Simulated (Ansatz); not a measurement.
# BaPPt: the cost of one run

Computed with Ansatz 0.2.0, driven from Python. Level of theory: DFT PBEsol, plane waves, PAW.

**1. The structure**

Symmetry: P2_13, No. 198, cubic system. The conventional cell has a = 6.587 Å, b = 6.587 Å, c = 6.587 Å, α = 90.00°, β = 90.00°, γ = 90.00°. Ba (site symmetry 3) is surrounded by 4 P at 3.15 to 3.30 Å and 7 Pt at 3.30 to 3.65 Å. P (site symmetry 3) has 3 Pt at 2.37 Å and 4 Ba at 3.15 to 3.30 Å as nearest neighbours. Around Pt (site symmetry 3) lie 3 P at 2.37 Å.

The script holds or builds the structure itself.

**2. The code**

vcrelax_bappt.py reads:

```python
"""Relax cell and ions of BaPPt."""

import logging
import sys

import ansatz as az
from ase.data import atomic_numbers
import matplotlib.pyplot as plt
import numpy as np
import spglib

logging.basicConfig(stream=sys.stdout, format="%(levelname)s %(message)s")
log = logging.getLogger("calc")
log.setLevel(logging.INFO)

def edges_and_angles(cell):
    cell = np.asarray(cell)
    a, b, c = np.linalg.norm(cell, axis=1)
    cosines = cell[1] @ cell[2] / (b * c), cell[0] @ cell[2] / (a * c), cell[0] @ cell[1] / (a * b)
    return (a, b, c, *np.degrees(np.arccos(cosines)))

xtal = (
    az.Lattice.cubic(6.587168)
    .space_group(198)
    .atom("Ba", [0.638951, 0.361049, 0.861049])
    .atom("P", [0.584633, 0.915367, 0.084633])
    .atom("Pt", [0.150577, 0.349423, 0.650577])
)

# every cell quantity that the symmetry leaves free
calculation = (
    xtal.calculation()
    .functional("PBEsol")
    .pseudopotentials("paw")
    .kpoints(4, 4, 4)
    .occupations("cold", width=0.05)
    .relax(force_tolerance=0.03, max_steps=40, cell=True, stress_tolerance=0.01)  # relax until the tolerances are met
)
steps = []


def collect(event):
    if event["event"] == "relax_step":
        steps.append(event["data"])


done = calculation.session().plan().execute(on_event=collect)
data = done.report
for s in steps:
    flag = "" if s["accepted"] else "  (rejected)"
    log.info("step %2d  E = %.5f eV  largest force component = %.4f eV/A%s" % (s["step"], s["lagrangian_ev"], s["allowed_force_max_ev_ang"], flag))

first, last = steps[0], steps[-1]
symbols = [site.symbol for site in done.lattice.sites]
log.info(f"energy gained {first['lagrangian_ev'] - last['lagrangian_ev']:.4f} eV in {len(steps) - 1} steps")
for label, vectors in (("before", first["cell_ang"]), ("after", done.lattice.cell_ang)):
    print(label, "a b c (A) {:.4f} {:.4f} {:.4f}  angles {:.2f} {:.2f} {:.2f}".format(*edges_and_angles(vectors)), f" V = {abs(np.linalg.det(vectors)):.3f} A^3")
print("final stress xx yy zz (GPa, compression positive):", np.round(np.diag(data["stress_gpa"]), 3) + 0.0)

fig, (top, bottom) = plt.subplots(2, 1, sharex=True, figsize=(4.5, 4))
top.plot([s["lagrangian_ev"] - last["lagrangian_ev"] for s in steps], "o-")
top.set_ylabel("E - E(final) (eV)")
bottom.semilogy([max(s["allowed_force_max_ev_ang"], 1e-6) for s in steps], "s-")
bottom.set(xlabel="step", ylabel="largest force (eV/A)")
fig.tight_layout()
fig.savefig("relax.png", dpi=100)

fractions = [site.position_frac for site in done.lattice.sites]
numbers = [atomic_numbers[s] for s in symbols]
for tolerance in (1e-3, 1e-2, 1e-1):
    print(f"space group at {tolerance} A:", spglib.get_spacegroup((done.lattice.cell_ang, fractions, numbers), symprec=tolerance))

energy = data["free_energy_ev"]
log.info("F of the BaPPt cell: {:.6f} eV = {:.6f} Ry = {:.6f} Ha".format(energy, energy / 13.605693, energy / 27.211386))
log.info("Fermi level {:.4f} eV, {} k-points, {} symmetry operations".format(data["fermi_energy_ev"], data["n_kpoints"], data["n_symmetry_ops"]))
```

**3. The calls as engine input**

The engine receives this input:

```yaml
crystal:
  lattice:
    bravais: cubic
    a: 6.587168
  space_group: 198
  atoms:
    - { symbol: Ba, position: [0.638951, 0.361049, 0.861049] }
    - { symbol: P, position: [0.584633, 0.915367, 0.084633] }
    - { symbol: Pt, position: [0.150577, 0.349423, 0.650577] }
kpoints:
  mp_grid:
    grid: [4, 4, 4]
hamiltonian:
  xc: pbesol
  pseudopotentials:
    kind: paw
scf:
  occupations:
    method: cold
    width: 0.05
relax:
  f_tol: 0.03
  max_steps: 40
  cell:
    stress_tol: 0.01
```

**4. The run**

Run with:

```bash
$ python vcrelax_bappt.py
```

Q: Estimate wall time and peak memory on 1 thread of Arm Neoverse V2, shared host.

About 88 s, with a peak of 0.68 GiB.
